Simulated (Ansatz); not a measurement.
ZrCo3B2 in Ansatz: convergence with k mesh

Input of the first run (k mesh 2 × 2 × 3); the others differ in this setting and in those tied to it:

File input.yaml:

```yaml
crystal:
  lattice:
    - [4.863, 0.0, 0.0]
    - [-2.4315, 4.2114815386, 0.0]
    - [0.0, 0.0, 3.043]
  atoms:
    - { symbol: Zr, position: [0.0, 0.0, 0.0] }
    - { symbol: Co, position: [0.0, 0.5, 0.5], spin: 2.0 }
    - { symbol: Co, position: [0.5, 0.5, 0.5], spin: 2.0 }
    - { symbol: Co, position: [0.5, 0.0, 0.5], spin: 2.0 }
    - { symbol: B, position: [0.6666666667, 0.3333333333, 0.0] }
    - { symbol: B, position: [0.3333333333, 0.6666666667, 0.0] }
hamiltonian:
  xc: r2scan
  pseudopotentials: { kind: paw, source: jth }
magnetization:
  spin_polarized: true
kpoints:
  mp_grid: { grid: [2, 2, 3] }
scf:
  occupations: { method: methfessel_paxton, width: 0.1 }
output:
  forces: true
  stress: true
  eigenvalues: true
```

Potentials or basis: JTH PAW.

Launch:

```sh
$ ansatz run input.yaml --threads 2 --pin off --max-ram 5632MiB --backend cpu --events-out ev --progress --plain --runs-dir out
```

Hardware: 2 threads of Arm Neoverse V2 (shared host).

The values tried are 2 × 2 × 3, 3 × 3 × 3, 3 × 3 × 4, 4 × 4 × 5, 5 × 5 × 6, 6 × 6 × 8, 7 × 7 × 10, 9 × 9 × 12, 10 × 10 × 14, loosest first. From which on does the pressure stay within 0.1 GPa of the tightest run that finished?

From 6 × 6 × 8 on.

| k mesh | energy less the tightest run, at zero smearing (meV/atom) | pressure (GPa) | absolute moment (μB) | SCF cycles | CPU time (s) | peak memory (GiB) |
| --- | --- | --- | --- | --- | --- | --- |
| 2 × 2 × 3 | 13.94 | -5.21 | 0.81 | 40 | 58 | 1.1 |
| 3 × 3 × 3 | 29.15 | -4.52 | 0.96 | 21 | 45 | 1.1 |
| 3 × 3 × 4 | -18.37 | -5.45 | 0.16 | 28 | 79 | 1.2 |
| 4 × 4 × 5 | 0.14 | -4.69 | 1.10 | 19 | 64 | 1.2 |
| 5 × 5 × 6 | -1.94 | -5.32 | 0.14 | 31 | 170 | 1.4 |
| 6 × 6 × 8 | 0.45 | -5.17 | 0.24 | 29 | 270 | 1.5 |
| 7 × 7 × 10 | 1.70 | -5.09 | 0.37 | 27 | 330 | 1.7 |
| 9 × 9 × 12 | 0.00 | -5.16 | 0.00 | 32 | 710 | 2.2 |
| 10 × 10 × 14 | timed out after 510 s | - | - | - | - | - |

Not settled before the last step: the energy (to 1 meV/atom), the absolute moment (to 0.02 μB). Meshes of other sizes hit other points, so gaps and Fermi surfaces needn't settle smoothly. The tightest run that finished is the yardstick and may itself not be fully converged.

Caveat, for the tightest run too: the magnetic or orbital state may not be the lowest; the starting moments collapsed, and a magnetic state may lie lower; the starting moments weren't kept.
